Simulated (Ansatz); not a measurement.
# SnClH3 (SnH3Cl): single points with varied inputs

Aim: run SnClH3 (SnH3Cl) under a spread of inputs, and see what each costs and gives.

The runs use Ansatz 0.2.0, Gaussian basis; the settings change from run to run.

2 further runs of the same task are left out: 2 set aside as unsound or not needed. Runs told in other sessions of the task aren't counted.

## (1) The molecule

An earlier PBE0-D4 in a triple-zeta def2 set relaxation fixed the geometry. Sn takes a core potential in def2 sets; no spin-orbit term is included.

5 atoms, charge 0, spin multiplicity 1.

Atoms are counted from 1 here; the program's logs count them from 0.

Bond lengths: Sn1–Cl2 2.333 Å, Sn1–H3 1.700 Å, Sn1–H4 1.700 Å, Sn1–H5 1.700 Å. Angles: Cl2–Sn1–H3 106.2°, Cl2–Sn1–H4 106.2°, Cl2–Sn1–H5 106.2°, H3–Sn1–H4 112.6°, H3–Sn1–H5 112.6°, H4–Sn1–H5 112.6°.

## (2) revPBE/def2-mTZVPP

Set apart from the defaults: charge -1, multiplicity 2, the search for lower states set to off.

Input file in.yaml:

```yaml
crystal:
  periodic: [false, false, false]
  atoms:
    - {symbol: Sn, position_ang: [-0.001067, 0.001690, -0.182730]}
    - {symbol: Cl, position_ang: [0.012462, -0.019863, 2.150128]}
    - {symbol: H, position_ang: [1.629032, 0.010897, -0.665195]}
    - {symbol: H, position_ang: [-0.824319, 1.417689, -0.638028]}
    - {symbol: H, position_ang: [-0.816107, -1.410403, -0.664175]}
basis:
  gaussian: {orbitals: def2-mTZVPP}
total_charge: -1
magnetization: {spin_polarized: true, initial_magnetization: 1}
hamiltonian: {xc: {name: revPBE}}
scf: {lower_state_search: off}
```

Started as:

```
ansatz run in.yaml --threads 4 --pin off --events-out ev --progress --plain --max-ram 3916MiB
```

Output:

```text
Functional definition: revPBE
  name "revPBE"
  cite "Zhang & Yang, Phys. Rev. Lett. 80, 890 (1998) doi:10.1103/PhysRevLett.80.890"
  cite "Perdew, Burke & Ernzerhof, Phys. Rev. Lett. 77, 3865 (1996) doi:10.1103/PhysRevLett.77.3865"
  parameter kappa = 1.245
  parameter beta = 0.06672455060314922
  exchange = pbe_x(kappa = kappa, mu = beta*pi^2/3)
  correlation = pbe_c(beta = beta)
these checks for a lower state are left out or cut short: stability, starts, cluster_reference, orbital_swaps, neighbouring_geometries, increment
813 factors; their error is unknown
mean field evaluation 1: about -18400.3252 eV, gradient 1.7e1 eV
mean field evaluation 2: about -18398.7577 eV, gradient 2.4e1 eV
mean field evaluation 4: about -18401.9330 eV, gradient 6.4e-1 eV
mean field evaluation 8: about -18401.9287 eV, gradient 9.7e-2 eV
mean field evaluation 16: about -18401.9287 eV, gradient 4.0e-5 eV
mean field -18401.92874536 eV, -676.2584081167 hartree, gradient 2.1e-6 eV, S^2 0.751336; 0 other end points of the search recorded, 0 dependent functions left out
reference -18401.92880828 eV, -676.2584104288 hartree; 22, 21 occupied and 56, 57 virtual orbitals, 813 factors
Total energy: -18401.92880828 eV, -676.2584104288 hartree
Checks for a lower state left out: stability, starts, cluster_reference, orbital_swaps, neighbouring_geometries, increment
```

It took 0.5 s on 4 threads of Arm Neoverse V2, shared host.

⟨S²⟩ 0.751.

## (3) PBE0/def2-TZVP

Set apart from the defaults: unrestricted orbitals.

in.yaml, as its differences from that of step 2:

```diff
@@ -9,6 +9,6 @@
 basis:
-  gaussian: {orbitals: def2-mTZVPP}
-total_charge: -1
-magnetization: {spin_polarized: true, initial_magnetization: 1}
-hamiltonian: {xc: {name: revPBE}}
-scf: {lower_state_search: off}
+  gaussian: {orbitals: def2-TZVP}
+magnetization: {spin_polarized: true, initial_magnetization: 0}
+hamiltonian: {xc: {name: PBE0}}
+scf: {omitted_lower_state_checks: [starts]}
+output: {forces: true}
```

Launched as before.

Output (excerpt; [...] marks lines left out):

```text
Functional definition: PBE0
  name "PBE0"
  cite "Adamo & Barone, J. Chem. Phys. 110, 6158 (1999) doi:10.1063/1.478522"
  cite "Perdew, Burke & Ernzerhof, Phys. Rev. Lett. 77, 3865 (1996) doi:10.1103/PhysRevLett.77.3865"
  parent pbe
[...]
861 factors; their error is unknown
[...]
mean field -18399.98071157 eV, -676.1868191952 hartree, gradient 2.8e-5 eV, S^2 0.000000; 0 other end points of the search recorded, 0 dependent functions left out
[...]
reference -18399.98074365 eV, -676.1868203744 hartree; 21, 21 occupied and 84, 84 virtual orbitals, 861 factors
Total energy: -18399.98074365 eV, -676.1868203744 hartree
Atom 0 at    -0.001067     0.001690    -0.182730 Å, force    -0.000094     0.000171    -0.016806 eV/Å
Atom 1 at     0.012462    -0.019863     2.150128 Å, force     0.000005    -0.000086     0.010942 eV/Å
Atom 2 at     1.629032     0.010897    -0.665195 Å, force     0.004429    -0.000016     0.001863 eV/Å
Atom 3 at    -0.824319     1.417689    -0.638028 Å, force    -0.002182     0.003749     0.002053 eV/Å
Atom 4 at    -0.816107    -1.410403    -0.664175 Å, force    -0.002158    -0.003818     0.001948 eV/Å
Dipole moment:    -0.002999     0.004766    -0.515895 e Å
Checks for a lower state left out: starts
```

It took 1.1 s on 4 threads of Arm Neoverse V2, shared host.

Largest force 0.017 eV/Å, dipole 2.48 D, ⟨S²⟩ 0.000.

## (4) revPBE0/def2-mTZVPP

This run has unrestricted orbitals, D3(BJ) with three-body dispersion.

in.yaml, as its differences from that of step 3:

```diff
@@ -9,5 +9,5 @@
 basis:
-  gaussian: {orbitals: def2-TZVP}
+  gaussian: {orbitals: def2-mTZVPP}
 magnetization: {spin_polarized: true, initial_magnetization: 0}
-hamiltonian: {xc: {name: PBE0}}
+hamiltonian: {xc: {name: revPBE0}, dispersion: d3bjatm}
 scf: {omitted_lower_state_checks: [starts]}
```

Launched as before.

Output (excerpt; [...] marks lines left out):

```text
Functional definition: revPBE0
  name "revPBE0"
  cite "Zhang & Yang, Phys. Rev. Lett. 80, 890 (1998) doi:10.1103/PhysRevLett.80.890"
  cite "Adamo & Barone, J. Chem. Phys. 110, 6158 (1999) doi:10.1063/1.478522"
  cite "Perdew, Burke & Ernzerhof, Phys. Rev. Lett. 77, 3865 (1996) doi:10.1103/PhysRevLett.77.3865"
[...]
812 factors; integrals over basis functions are off by at most 9.0e-4 eV
[...]
mean field -18403.03793259 eV, -676.2991699957 hartree, gradient 2.7e-5 eV, S^2 0.000000; 0 other end points of the search recorded, 0 dependent functions left out
[...]
reference -18403.03797915 eV, -676.2991717064 hartree; 21, 21 occupied and 57, 57 virtual orbitals, 812 factors
Total energy: -18403.21659013 eV, -676.3057355390 hartree
Atom 0 at    -0.001067     0.001690    -0.182730 Å, force    -0.001669     0.002975    -0.320196 eV/Å
Atom 1 at     0.012462    -0.019863     2.150128 Å, force     0.001780    -0.002880     0.313342 eV/Å
Atom 2 at     1.629032     0.010897    -0.665195 Å, force     0.016171     0.000015     0.002185 eV/Å
Atom 3 at    -0.824319     1.417689    -0.638028 Å, force    -0.008183     0.013972     0.002482 eV/Å
Atom 4 at    -0.816107    -1.410403    -0.664175 Å, force    -0.008099    -0.014082     0.002187 eV/Å
Dipole moment:    -0.003073     0.004883    -0.528603 e Å
Checks for a lower state left out: starts
```

Wall time 1 s (4 threads of Arm Neoverse V2, shared host).

Largest force 0.320 eV/Å, dipole 2.54 D, ⟨S²⟩ 0.000.

## (5) The runs in one table

```csv
level,charge,multiplicity,geometry,functions,energy (eV),time
revPBE/def2-mTZVPP,-1,2,relaxed,78,-18401.929,0.5 s
PBE0/def2-TZVP,0,1,relaxed,105,-18399.981,1.1 s
revPBE0/def2-mTZVPP,0,1,relaxed,78,-18403.217,1 s
```

## (6) Summary of results

```
                                         quantity                      value
                                             runs                          3
                                         quickest  revPBE/def2-mTZVPP, 0.5 s
                                          slowest      PBE0/def2-TZVP, 1.1 s
spread of total energies, same state and geometry                     3.2 eV
                  dipole, same state and geometry             2.48 to 2.54 D
```

What this shows: Run time spans a factor of 2, from revPBE/def2-mTZVPP to PBE0/def2-TZVP. The jobs differ in tasks and options as well as level. Total energies at one charge and spin differ by 3 eV between levels, so only differences within one level mean anything. At the PBE0-D4/def2-TZVP geometry and in the same state, the sound runs without point charges leave forces up to 0.32 eV/Å (revPBE0/def2-mTZVPP).
